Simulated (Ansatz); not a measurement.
Run this with the Python package of Ansatz (0.2.0) and show what comes out.

The script, `states.py`:
```python
"""Restricted and unrestricted solutions of AlFH3Sb, stretched and not."""

import warnings

import ansatz as az
import numpy as np

BASIS_SET = "def2-SVP"
FUNCTIONAL = "pbe0"

warnings.simplefilter("ignore", az.DeckWarning)

system = (
    az.Crystal.molecule()
    .atom("F", [-1.2337, -1.5287, 1.3232])
    .atom("Sb", [0.1226, -1.6326, -0.0976])
    .atom("Al", [0.5899, 0.9665, 0.0187])
    .atom("H", [-0.9607, -1.378, -1.4016])
    .atom("H", [1.4809, 1.6652, -1.1327])
    .atom("H", [0.0431, 1.8435, 1.2439])
)
symbols = [site.symbol for site in system.cartesian_sites]

start = np.array([site.position_ang for site in system.cartesian_sites])
for factor in [1.0, 1.5]:
    xyz = (start - start.mean(axis=0)) * factor
    scaled = az.Crystal.molecule()
    for symbol, place in zip(symbols, xyz):
        scaled = scaled.atom(symbol, place.tolist())
    job = (
        scaled.calculation()
        .basis(gaussian=BASIS_SET)
        .functional(FUNCTIONAL)
        .accuracy("high")
        .spin("collinear")
    )
    for search in ("off", "standard"):
        try:
            report = job.scf(lower_state_search=search).run(threads=1).report
        except az.AnsatzError as error:
            print(f"x{factor} search {search}: {type(error).__name__}")
            continue
        state = report["mean_field"]["state"]
        print(f"all distances x{factor}, search {search:8s} E = {report['free_energy_ev']:.5f} eV  <S^2> = {abs(state['spin_squared']):.3f}  other states met: {len(report['mean_field']['others'])}")
```

```console
$ python states.py
all distances x1.0, search off      E = -15890.06982 eV  <S^2> = 0.000  other states met: 0
all distances x1.0, search standard E = -15890.06982 eV  <S^2> = 0.000  other states met: 0
all distances x1.5, search off      E = -15880.03512 eV  <S^2> = 0.000  other states met: 0
all distances x1.5, search standard E = -15880.53734 eV  <S^2> = 1.525  other states met: 14
```

Caveats:
- These settings explore the input space; basis and method may be short of convergence.
- The count of other states can hold repeated and symmetry-equivalent ends of the search; scaling all distances is a test, and for more than two atoms no physical path.
- The structure is a rough, unrelaxed start.
- def2 sets replace the cores of elements past krypton by effective core potentials.
- The expectation value of S² is noticeably off S(S+1) in at least one run, so that state is spin-contaminated.
- Hardware and time: 78 s on 1 thread of Arm Neoverse V1 (shared host), peak memory 0.49 GiB.
